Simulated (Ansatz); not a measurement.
# Zr3Cd2: straining the crystal, biaxial strain in the a-b plane

How does Zr3Cd2 answer biaxial strain in the a-b plane between -4.5 and +4.5 %? At each strain the length and tilt of c and the atoms relax, within the symmetry that is left.

Computed with Ansatz 0.2.0 (DFT PBEsol, scalar-relativistic, plane waves, PAW, unless a step's input says otherwise).

### Step 1. The starting structure

Symmetry: Pmmm, No. 47, orthorhombic system. The conventional cell has a = 5.300 Å, b = 6.520 Å, c = 7.860 Å, α = 90.00°, β = 90.00°, γ = 90.00°. Zr (site symmetry mmm) has 2 Cd at 2.65 Å as nearest neighbours. Zr (site symmetry mmm) is surrounded by 2 Zr at 2.65 Å. Cd (site symmetry mmm) has 2 Cd at 3.26 Å as nearest neighbours. Cd (site symmetry mmm) has 2 Zr at 2.65 Å as nearest neighbours.

Coordinates:

```cif
data_structure
_symmetry_space_group_name_H-M 'P 1'
_symmetry_Int_Tables_number 1
_cell_length_a 5.3000
_cell_length_b 6.5200
_cell_length_c 7.8600
_cell_angle_alpha 90.000
_cell_angle_beta 90.000
_cell_angle_gamma 90.000
_cell_volume 271.61
loop_
_atom_site_label
_atom_site_type_symbol
_atom_site_fract_x
_atom_site_fract_y
_atom_site_fract_z
_atom_site_occupancy
Zr1 Zr 0.00000 0.00000 0.50000 1
Zr2 Zr 0.50000 0.00000 0.00000 1
Zr3 Zr 0.00000 0.00000 0.00000 1
Cd1 Cd 0.50000 0.50000 0.50000 1
Cd2 Cd 0.50000 0.00000 0.50000 1
```

The structure comes from the Crystallography Open Database.

(A quick probe on a coarse mesh, which set the mesh and smearing, is not shown.)

### Step 3. Full relaxation

File input.yaml:

```yaml
crystal:
  lattice:
    - [5.3, 0.0, 0.0]
    - [0.0, 6.52, 0.0]
    - [0.0, 0.0, 7.86]
  atoms:
    - { symbol: Zr, position: [0.0, 0.0, 0.5] }
    - { symbol: Zr, position: [0.5, 0.0, 0.0] }
    - { symbol: Zr, position: [0.0, 0.0, 0.0] }
    - { symbol: Cd, position: [0.5, 0.5, 0.5] }
    - { symbol: Cd, position: [0.5, 0.0, 0.5] }
basis:
  ecutwfc: 420
kpoints:
  mp_grid: { grid: [8, 6, 6] }
hamiltonian:
  xc: pbesol
scf:
  occupations: { method: gaussian, width: 0.1 }
output:
  forces: true
  stress: true
  eigenvalues: true
relax:
  adjacent_minimum: "off"
  f_tol: 0.005
  max_steps: 80
  cell: { stress_tol: 0.05 }
```

Launch:

```sh
> ansatz run input.yaml --threads 1 --pin off --max-ram 2560MiB --backend cpu --events-out ev --progress --plain --runs-dir out
```

The session goes on with these runs: relaxing again on a mesh for the new cell; the unstrained reference; strain -1.5 %; the cell strained by +1.5 %; strain -3.0 %; the cell strained by +3.0 %; At -4.5 %; At +4.5 %.

What does the calculation give? Wanted: relaxed cell; volume; formation energy; (1/V) d²E/dε² at zero strain, cubic fit; strain of the free axis c per applied strain.

As calculated:

| quantity | value |
| --- | --- |
| relaxed cell | a = 5.502 Å, b = 5.502 Å, c = 5.091 Å, α = 90.00°, β = 90.00°, γ = 90.00° |
| space group (0.01 Å) | P4/mmm (No. 123) |
| volume | 30.82 Å³/atom |
| formation energy (elements from runs with the same settings, not shown) | +1.20 eV/atom |
| largest energy cost | 72.9 meV/atom at -4.5 % |
| (1/V) d²E/dε² at zero strain, cubic fit | 337 GPa |
| strain of the free axis c per applied strain | -0.06 |

**Reading.** The volume changed by -43 %, so the start was far from this level's equilibrium or the structure changed its character. The shape changed too: the edges of the input's cell moved by +3.8, -21.9, -30.0 %. The curvature of the energy, 337 GPa, is twice the biaxial modulus. Compression by 4.5 % costs 72.9 meV/atom and stretching 58.0. The free axis c moves against the applied strain (factor -0.06).
